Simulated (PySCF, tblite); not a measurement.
**C₇H₁₅NSi: geometry, infrared bands and NMR shifts**

Aim: predict the infrared bands and NMR shifts of C₇H₁₅NSi (`C=C/C(C)=N\[C@@H]([SiH3])CC`).

The runs use tblite 0.8.0 and PySCF 2.14.0, with density-fitted response routines of our own; the level of theory stands in each step. All values are computed, except where a source is named. Atoms are numbered from 0 throughout.

### Step 1. The starting structure

24 atoms, charge 0, multiplicity 1; geometry from: force field or distance geometry start.

Bonds of the start (Å): C0–C1 1.33, C1–C2 1.47, C2–C3 1.49, C2–N4 1.30, N4–C5 1.44, C5–Si6 1.88, C5–C7 1.51, C7–C8 1.48, C0–H9 1.07, C0–H10 1.10, C1–H11 1.07, C3–H12 1.09, C3–H13 1.12, C3–H14 1.10, C5–H15 1.08, Si6–H16 1.47, Si6–H17 1.49, Si6–H18 1.46, C7–H19 1.12, C7–H20 1.12, C8–H21 1.11, C8–H22 1.10, C8–H23 1.13.

### Step 2. Optimising the geometry with GFN2-xTB

What the job is given:

```
{"job": {"kind": "relax", "xc": "GFN2-xTB", "basis": "xTB"}, "charge": 0, "multiplicity": 1}
C      2.465100     1.661300    -0.959700
C      1.286800     1.053400    -0.909700
C      1.270800    -0.258300    -0.244800
C      2.522800    -0.838200     0.314600
N      0.188700    -0.964700    -0.114800
C     -1.071800    -0.500900    -0.630300
Si    -2.011400    -2.077200    -1.056300
C     -1.906400     0.213800     0.406400
C     -1.292500     1.421800     1.004900
H      3.362900     1.243100    -0.545500
H      2.569900     2.645600    -1.431900
H      0.418800     1.523300    -1.327400
H      3.245500    -0.816400    -0.502500
H      2.361200    -1.897000     0.635100
H      2.816400    -0.254800     1.202400
H     -1.037900     0.114600    -1.513500
H     -1.071500    -2.991500    -1.712700
H     -2.373100    -2.701300     0.246200
H     -3.194200    -1.799200    -1.864700
H     -2.184000    -0.506600     1.217300
H     -2.857100     0.548000    -0.090900
H     -0.389100     1.108200     1.572100
H     -1.132500     2.283400     0.345300
H     -1.999100     1.809200     1.801700
```

Started as:

```sh
> OMP_NUM_THREADS=1 python probes_run.py task.json out
```

One launch serves the whole session: the jobs run in the order shown.

**Question.** This job is followed by: GFN2-xTB harmonic vibrations, gas phase; GIAO PBE0/pcSseg-1 NMR shielding, non-relativistic, gas phase. What will the session give for the following? strongest single infrared mode (GFN2-xTB); zero-point energy (GFN2-xTB); ¹³C shifts against TMS (PBE0/pcSseg-1); ¹H shifts against TMS (PBE0/pcSseg-1, means over atoms taken as alike); ¹⁵N shifts against NH3 (PBE0/pcSseg-1); ²⁹Si shifts against TMS (PBE0/pcSseg-1).

**Answer**, as computed:

| quantity | value |
| --- | --- |
| strongest single infrared mode (GFN2-xTB) | 783 cm⁻¹, 453 km/mol |
| zero-point energy (GFN2-xTB) | 123.3 kcal/mol |
| ¹³C shifts against TMS (PBE0/pcSseg-1) | 164.8, 132.1, 128.3, 52.6, 32.8, 27.5, 16.8 ppm |
| ¹H shifts against TMS (PBE0/pcSseg-1, means over atoms taken as alike) | 6.93, 5.86, 5.86, 3.70, 3.65, 2.26, 2.03, 1.67, 1.01 ppm |
| ¹⁵N shifts against NH3 (PBE0/pcSseg-1) | 386.5 ppm |
| ²⁹Si shifts against TMS (PBE0/pcSseg-1) | -65.9 ppm |

What this shows: Over 196 steps the energy fell by 0.660 eV; of the close pairs, C8–H23 changed most, 1.133 to 1.088 Å. All 66 modes are real, so the xTB geometry is a minimum. Unscaled tight-binding wavenumbers are off by several per cent, some by more. Its intensities can rank the bands wrongly. H11 (hydrogen on an alkene CH) lies farthest downfield among hydrogen, at 6.93 ppm; attached to an sp2 carbon and in the plane of the double bond. At PBE0/pcSseg-1: The largest span, 638 ppm, is at N4, where the paramagnetic term is -455 ppm.
